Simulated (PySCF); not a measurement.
**Er(NO3)3: other functionals and bases at one geometry**

One table from this session's results is given with a row withheld; the runs are named, their logs left out.

Computed with PySCF 2.14.0. Level: several levels, as the steps say, no spin–orbit coupling.

5 further runs of the same task are left out: 2 for a known fault of the program, 3 that didn't finish.

### Where the work starts

13 atoms, charge 0, spin multiplicity 1.

Bond lengths: Er1–O2 2.296 Å, Er1–O3 2.296 Å, Er1–N4 2.735 Å, Er1–O6 2.296 Å, Er1–O7 2.296 Å, Er1–N8 2.735 Å, Er1–O10 2.296 Å, Er1–O11 2.296 Å, Er1–N12 2.735 Å, O2–N4 1.281 Å, O3–N4 1.281 Å, N4–O5 1.179 Å, O6–N8 1.281 Å, O7–N8 1.281 Å, N8–O9 1.179 Å, O10–N12 1.281 Å, O11–N12 1.281 Å, N12–O13 1.179 Å. Angles: O2–Er1–O3 55.6°, O2–Er1–N4 27.8°, O2–Er1–O6 101.0°, O2–Er1–O7 138.9°, O2–Er1–N8 122.2°, O2–Er1–O10 101.0°, O2–Er1–O11 115.5°, O2–Er1–N12 110.6°, O3–Er1–N4 27.8°, O3–Er1–O6 115.5°, O3–Er1–O7 101.0°, O3–Er1–N8 110.6°, O3–Er1–O10 138.9°, O3–Er1–O11 101.0°, O3–Er1–N12 122.2°, N4–Er1–O6 110.6°, N4–Er1–O7 122.2°, N4–Er1–N8 120.0° and more.

Geometry (Å):

| atom | x (Å) | y (Å) | z (Å) |
| --- | --- | --- | --- |
| Er1 | 0.00000 | 0.00000 | 0.00000 |
| O2 | 2.03121 | -0.24132 | 1.04258 |
| O3 | 2.03121 | 0.24131 | -1.04258 |
| N4 | 2.73509 | -0.00001 | 0.00000 |
| O5 | 3.91450 | -0.00001 | 0.00000 |
| O6 | -0.80662 | 1.87974 | 1.04258 |
| O7 | -1.22459 | 1.63843 | -1.04258 |
| N8 | -1.36754 | 2.36866 | 0.00000 |
| O9 | -1.95724 | 3.39006 | 0.00000 |
| O10 | -1.22460 | -1.63842 | 1.04258 |
| O11 | -0.80663 | -1.87974 | -1.04258 |
| N12 | -1.36755 | -2.36866 | 0.00000 |
| O13 | -1.95726 | -3.39005 | 0.00000 |

Formal oxidation states: Er +3. Each metal's 11 4f electrons lie in its core potential, so multiplicities, spins and levels count the valence alone. An earlier session relaxed this geometry at PBE0, Er lcecp-1-SVP with ECP57, O def2-SVP, N def2-SVP (singlet, point group D3).

At PBE0 on the finer grid: E = -877.904622 Eh, HOMO -9.54 eV, LUMO -2.87 eV, Mulliken charge on Er1 +1.33 e, largest force component 0.011 eV/Å. 

Levels to run: r2SCAN; PBE; BP86; M06-L. Hardware: 4 threads of Arm Neoverse V2, shared host.

Set-up of the first run:

File run.py (the lines that set the calculation):

```python
mol = gto.M(atom='''
Er     0.00000     0.00000     0.00000
O      2.03121    -0.24132     1.04258
O      2.03121     0.24131    -1.04258
N      2.73509    -0.00001     0.00000
O      3.91450    -0.00001     0.00000
O     -0.80662     1.87974     1.04258
O     -1.22459     1.63843    -1.04258
N     -1.36754     2.36866     0.00000
O     -1.95724     3.39006     0.00000
O     -1.22460    -1.63842     1.04258
O     -0.80663    -1.87974    -1.04258
N     -1.36755    -2.36866     0.00000
O     -1.95726    -3.39005     0.00000''',
    basis={'Er': 'lcecp-1-SVP', 'O': 'def2-SVP', 'N': 'def2-SVP'},
    ecp={'Er': 'lcecp-1-SVP'},
    charge=0, spin=0)
mf = dft.RKS(mol, xc='R2SCAN')
mf.grids.atom_grid = (75, 302)  # f atoms: unpruned, at least (60, 302)
mf = mf.density_fit()  # fitting sets: Er AutoAux, O def2-universal-JKFIT, N def2-universal-JKFIT
mf.conv_tol = 1e-08; mf.max_cycle = 55
mf.kernel(dm0)  # dm0: the density of the relaxed state
```

Run with:

```console
$ OMP_NUM_THREADS=4 python run.py
```

Among the steps run: r2SCAN; PBE; BP86; M06-L.

One table of the session follows, with a row left open; its other results are not shown here.

| level | HOMO (eV) | gap (eV) | charge on Er1 (e) | largest force component (eV/Å) |
| --- | --- | --- | --- | --- |
| PBE0 (relaxed here) | -9.54 | 6.67 | 1.33 | 0.01 |
| r2SCAN | -8.11 | 4.36 | 1.30 | 0.91 |
| PBE | -7.54 | 3.84 | 1.09 | 1.82 |
| BP86 | -7.68 | 3.86 | 1.11 | 2.04 |
| M06-L | ? | ? | ? | ? |

Estimate the missing values for M06-L.

The run gave: HOMO (eV): -8.11; gap (eV): 4.44; charge on Er1 (e): 1.46; largest force component (eV/Å): 0.78.

In one basis the HOMO–LUMO gap runs from 3.84 eV (PBE) to 6.67 eV (PBE0). The largest leftover force, 2.04 eV/Å with BP86, stands at a geometry relaxed at another level. With 4f in the core, its levels are missing from HOMO and gap, and its count is fixed, so no charge can pass from the ligands into it. Total energies of different levels can't be compared.
